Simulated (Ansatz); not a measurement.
# Si3N4: band gap under strain

Aim: follow the gap of Si3N4 built on the database structure prototype through these states: no strain; -3.0 % strain along z alone; -2.0 % strain along z alone. The table at the end shows which levels were run.

Code: Ansatz 0.2.0. PAW datasets, plane waves. Calculated at 0 K for a non-magnetic cell.

## (1) Starting point

The unstrained cell was relaxed with r2SCAN; in each strained cell the atoms were relaxed again with r2SCAN. Names of k-points are those of the unstrained zone, where strain can split equivalent points. First state: no strain.

Space group P6_3/m (No. 176), hexagonal; conventional cell a = 7.606 Å, c = 2.906 Å, 10.40 Å³ an atom. Near Si stand 4 N at 1.73–1.74 Å; near N stand 3 Si at 1.73 Å; near N stand 3 Si at 1.73–1.74 Å.

The structure in full:

```cif
data_structure
_symmetry_space_group_name_H-M 'P6_3/m'
_symmetry_Int_Tables_number 176
_cell_length_a 7.6057
_cell_length_b 7.6057
_cell_length_c 2.9056
_cell_angle_alpha 90.000
_cell_angle_beta 90.000
_cell_angle_gamma 120.000
_cell_volume 145.56
loop_
_atom_site_label
_atom_site_type_symbol
_atom_site_symmetry_multiplicity
_atom_site_Wyckoff_symbol
_atom_site_fract_x
_atom_site_fract_y
_atom_site_fract_z
_atom_site_occupancy
Si1 Si 6 h 0.23061 0.82457 0.75000 1
N1 N 2 d 0.33333 0.66667 0.75000 1
N2 N 6 h 0.96874 0.66968 0.75000 1
```

## (2) No strain: PBE

input.yaml

```yaml
crystal:
  lattice:
    - [7.6056640558, 0.0, 0.0]
    - [-3.8028320279, 6.586698285, 0.0]
    - [0.0, 0.0, 2.9056464664]
  atoms:
    - { symbol: Si, position: [0.2306108591, 0.8245677903, 0.75] }
    - { symbol: Si, position: [0.4060430687, 0.2306108591, 0.25] }
    - { symbol: Si, position: [0.8245677903, 0.5939569313, 0.25] }
    - { symbol: Si, position: [0.1754322097, 0.4060430687, 0.75] }
    - { symbol: Si, position: [0.5939569313, 0.7693891409, 0.75] }
    - { symbol: Si, position: [0.7693891409, 0.1754322097, 0.25] }
    - { symbol: "N", position: [0.3333333333, 0.6666666667, 0.75] }
    - { symbol: "N", position: [0.6666666667, 0.3333333333, 0.25] }
    - { symbol: "N", position: [0.9687373408, 0.6696818164, 0.75] }
    - { symbol: "N", position: [0.2990555244, 0.9687373408, 0.25] }
    - { symbol: "N", position: [0.6696818164, 0.7009444756, 0.25] }
    - { symbol: "N", position: [0.3303181836, 0.2990555244, 0.75] }
    - { symbol: "N", position: [0.0312626592, 0.3303181836, 0.25] }
    - { symbol: "N", position: [0.7009444756, 0.0312626592, 0.75] }
kpoints:
  mp_grid: { grid: [6, 6, 8] }
  band_path:
    path:
      - [0.0, 0.0, 0.0]
      - [0.5, 0.0, 0.0]
      - [0.3333333333, 0.3333333333, 0.0]
      - [0.0, 0.0, 0.5]
      - [0.5, 0.0, 0.5]
      - [0.3333333333, 0.3333333333, 0.5]
      - [0.0, 0.0, 0.171875]
    npoints: 1
hamiltonian:
  xc: pbe
scf:
  occupations: { method: fermi_dirac, width: 0.02 }
  n_extra_bands: 7
output:
  forces: true
  stress: true
  eigenvalues: true
```

After this run come: No strain: r2SCAN; No strain: HSE06; -3.0 % strain along z alone: PBE; -3.0 % strain along z alone: r2SCAN; -3.0 % strain along z alone: HSE06; -2.0 % strain along z alone: PBE; -2.0 % strain along z alone: r2SCAN; -2.0 % strain along z alone: HSE06.

Before running it: what results should come out?

As calculated:

Least gap in eV (negative: overlap), with the change from the unstrained cell in brackets:

| state | volume change (%) | PBE | r2SCAN | HSE06 |
| --- | --- | --- | --- | --- |
| no strain | +0.0 | 4.33 | 4.99 | 5.77 |
| -3.0 % strain along z alone | -3.0 | 4.56 (+0.23) | 5.18 (+0.19) | 5.98 (+0.21) |
| -2.0 % strain along z alone | -2.0 | 4.59 (+0.26) | 5.21 (+0.22) | 6.00 (+0.23) |

**Reading.** With HSE06, of the states in the table -2.0 % strain along z alone shifts the gap most, by +0.226 eV. PBE and HSE06 differ by 1.44 eV on the unstrained gap, and by at most 0.03 eV on its change: the two disagree on the size of the gap but agree on its response to strain.
